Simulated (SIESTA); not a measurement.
CsLiCr2Te2S3:

```
CELL_PARAMETERS angstrom
3.60358 0.00000 0.00000
-1.80179 3.12079 0.00000
0.00000 0.00000 19.06651
ATOMIC_POSITIONS crystal
Cs 0.00000 0.00000 0.37399
Li 0.66667 0.33333 0.01607
Cr 0.00000 0.00000 0.86637
Cr 0.33333 0.66667 0.16833
Te 0.33333 0.66667 0.53891
Te 0.66667 0.33333 0.77276
S 0.00000 0.00000 0.10030
S 0.33333 0.66667 0.92920
S 0.66667 0.33333 0.23408
```

The cell was built by a generator and needn't be a form met in nature.

Base run:

| Property | Result |
| --- | --- |
| Program | SIESTA 5.4.2 |
| Functional | BLYP |
| Potentials or basis | PseudoDojo 0.4 standard (PBE files) |
| Basis | DZP (energy shift 0.003 Ry; two zetas on semicore shells; d shell added on Cs) |
| Grid cutoff | 800 Ry |
| Energy shift | 0.003 Ry |
| k mesh | 9 × 9 × 2 |
| Occupations | fermi-dirac, width 0.05 eV |
| Spin | collinear spin, ferromagnetic start |
| Starting moments | [0.0, 0.0, 3.0, 3.0, 0.0, 0.0, 0.0, 0.0, 0.0] μB |

Its results: band gap on the k mesh none (metal or under the smearing width); pressure 4.2 GPa; net moment 5.65 μB per cell; site moments Cs -0.01; Li -0.04; Cr +3.11, +3.21; Te -0.01, -0.34; S -0.08, -0.09, -0.10 μB; largest force 0.495 eV/Å.

Q: The run is repeated on the same cell with these changes: functional from BLYP to LDA; potentials or basis from PseudoDojo 0.4 standard (PBE files) to PseudoDojo 0.4 standard (LDA files). What comes out?

A: Band gap on the k mesh none (metal or under the smearing width); pressure -4.3 GPa; net moment 5.63 μB per cell; site moments Cs -0.01; Li -0.04; Cr +3.08, +3.23; Te -0.01, -0.32; S -0.09, -0.12 μB; largest force 0.413 eV/Å.

Caveats: the basis of atomic orbitals isn't converged, which shifts pressures, moduli and gaps; only a ferromagnetic start was run, and an antiferromagnetic order may lie lower in energy; the potentials were made for another functional, which shifts forces and pressure (some runs).

Not every run made on this cell is shown here.
